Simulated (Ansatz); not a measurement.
# [SiCl3]+ (SMILES Cl[Si+](Cl)Cl) at wB97X/aug-cc-pVDZ

What is the vertical singlet–triplet gap of [SiCl3]+ at wB97X/aug-cc-pVDZ? 

The results are computed with Ansatz 0.2.0.

1 further run of the same task is left out (it didn't finish).

**1. The structure to begin with**

[SiCl3]+ has 4 atoms, charge +1, and is taken as a singlet. SMILES: `Cl[Si+](Cl)Cl`. The shape is that of a PBE0-D4/def2-TZVP optimisation.

Bond lengths: Cl1–Si2 1.947 Å, Si2–Cl3 1.947 Å, Si2–Cl4 1.947 Å. Angles: Cl1–Si2–Cl3 120.0°, Cl1–Si2–Cl4 120.0°, Cl3–Si2–Cl4 120.0°.

**2. A single-point energy at wB97X/aug-cc-pVDZ**

Contents of molecule.yaml:

```yaml
crystal:
  periodic: [false, false, false]
  atoms:
    - {symbol: Cl, position_ang: [-1.556000, -0.622300, 0.990900]}
    - {symbol: Si, position_ang: [-0.000000, -0.000100, -0.000100]}
    - {symbol: Cl, position_ang: [1.772000, -0.669600, 0.449500]}
    - {symbol: Cl, position_ang: [-0.216000, 1.292000, -1.440300]}
basis:
  gaussian:
    orbitals: aug-cc-pVDZ
total_charge: 1
hamiltonian:
  xc: {name: wB97X}
accuracy: high
output:
  orbitals: {seedname: orbitals}
```

Launch:

```console
$ ansatz run molecule.yaml --threads 1 --pin off --max-ram 3480MiB --events-out events.jsonl --progress --plain --runs-dir runs
```

What it wrote:

```text
Warning: RAYON_NUM_THREADS=1 ignored (pool sized by the plan → 1); use --threads N
Functional definition: wB97X
  name "wB97X"
  parameter omega = 0.3/bohr
  parameter cx = 0.157706
  parameter cx1 = 0.726479
  parameter cx2 = 1.04760
  parameter cx3 = -5.70635
  parameter cx4 = 13.2794
  parameter css1 = -4.33879
  parameter css2 = 18.2308
  parameter css3 = -31.7430
  parameter css4 = 17.2901
  parameter cos1 = 2.37031
  parameter cos2 = -11.3995
  parameter cos3 = 6.58405
  parameter cos4 = -3.78132
  exchange = spin_sum(e_x_unif_sr(omega)*poly(b97_u_x, 1 - cx, cx1, cx2, cx3, cx4)) + cx*exact_x_sr(omega)
      + exact_x_lr(omega)
  correlation = spin_sum(e_c_pw_same_spin*poly(b97_u_same, 1, css1, css2, css3, css4))
      + integral(e_c_pw_opposite_spin*poly(b97_u_opposite, 1, cos1, cos2, cos3, cos4))
2143 factors; integrals over basis functions are off by at most 3.2e-9 eV
507 factors; integrals over basis functions are off by at most 1.7e-9 eV
mean field evaluation 1: about -45438.5645 eV, gradient 2.4e1 eV
mean field evaluation 2: about -45439.3361 eV, gradient 1.8e1 eV
mean field evaluation 4: about -45440.1376 eV, gradient 4.4e-1 eV
mean field evaluation 8: about -45440.2533 eV, gradient 1.1e-2 eV
mean field evaluation 16: about -45440.2533 eV, gradient 2.1e-6 eV
mean field -45440.25334934 eV, -1669.8985100781 hartree, gradient 3.4e-8 eV, S^2 0.000000; 0 other end points of the search recorded, 0 dependent functions left out
reference -45440.25334304 eV, -1669.8985098468 hartree; 32, 32 occupied and 76, 76 virtual orbitals, 2143 factors
Total energy: -45440.25334304 eV, -1669.8985098468 hartree
```

Run time: 38 s. Hardware: 1 thread of Arm Neoverse V2, shared host; peak memory 0.68 GiB.

**3. The triplet**

Contents of job.yaml:

```yaml
crystal:
  periodic: [false, false, false]
  atoms:
    - {symbol: Cl, position_ang: [-1.556000, -0.622300, 0.990900]}
    - {symbol: Si, position_ang: [-0.000000, -0.000100, -0.000100]}
    - {symbol: Cl, position_ang: [1.772000, -0.669600, 0.449500]}
    - {symbol: Cl, position_ang: [-0.216000, 1.292000, -1.440300]}
basis:
  gaussian:
    orbitals: aug-cc-pVDZ
total_charge: 1
magnetization:
  spin_polarized: true
  initial_magnetization: 2
hamiltonian:
  xc: {name: wB97X}
accuracy: high
output: {orbitals: {seedname: orbitals}}
```

Launch:

```console
$ ansatz run job.yaml --threads 1 --pin off --max-ram 3480MiB --events-out events.jsonl --progress --plain --runs-dir runs
```

What it wrote, cut to the lines that bear on the results:

```text
Warning: RAYON_NUM_THREADS=1 ignored (pool sized by the plan → 1); use --threads N
[... 2 set-up lines as earlier in the session ...]
[...]
      + exact_x_lr(omega)
[...]
      + integral(e_c_pw_opposite_spin*poly(b97_u_opposite, 1, cos1, cos2, cos3, cos4))
2143 factors; integrals over basis functions are off by at most 3.2e-9 eV
507 factors; integrals over basis functions are off by at most 1.7e-9 eV
[...]
mean field -45434.31232584 eV, -1669.6801814916 hartree, gradient 2.6e-8 eV, S^2 2.014542; 6 other end points of the search recorded, 0 dependent functions left out
reference -45434.31232132 eV, -1669.6801813254 hartree; 33, 31 occupied and 75, 77 virtual orbitals, 2143 factors
Total energy: -45434.31232132 eV, -1669.6801813254 hartree
```

It took 2.4 min on 1 thread of Arm Neoverse V2, shared host; peak memory 1.1 GiB.

**4. What came out**

Level: wB97X/aug-cc-pVDZ.

| quantity | value |
| --- | --- |
| singlet: total energy | -1669.89851 Eh |
| singlet: HOMO energy | -17.91 eV |
| singlet: LUMO energy | -6.24 eV |
| singlet: HOMO–LUMO gap | 11.67 eV |
| triplet: total energy | -1669.68018 Eh |
| triplet: HOMO energy (highest over α and β) | -12.26 eV |
| triplet: ⟨S²⟩ | 2.015 |
| vertical energy of the triplet above the singlet | 5.941 eV |

What this shows: At this shape the triplet lies 5.94 eV (137 kcal/mol) above the singlet.
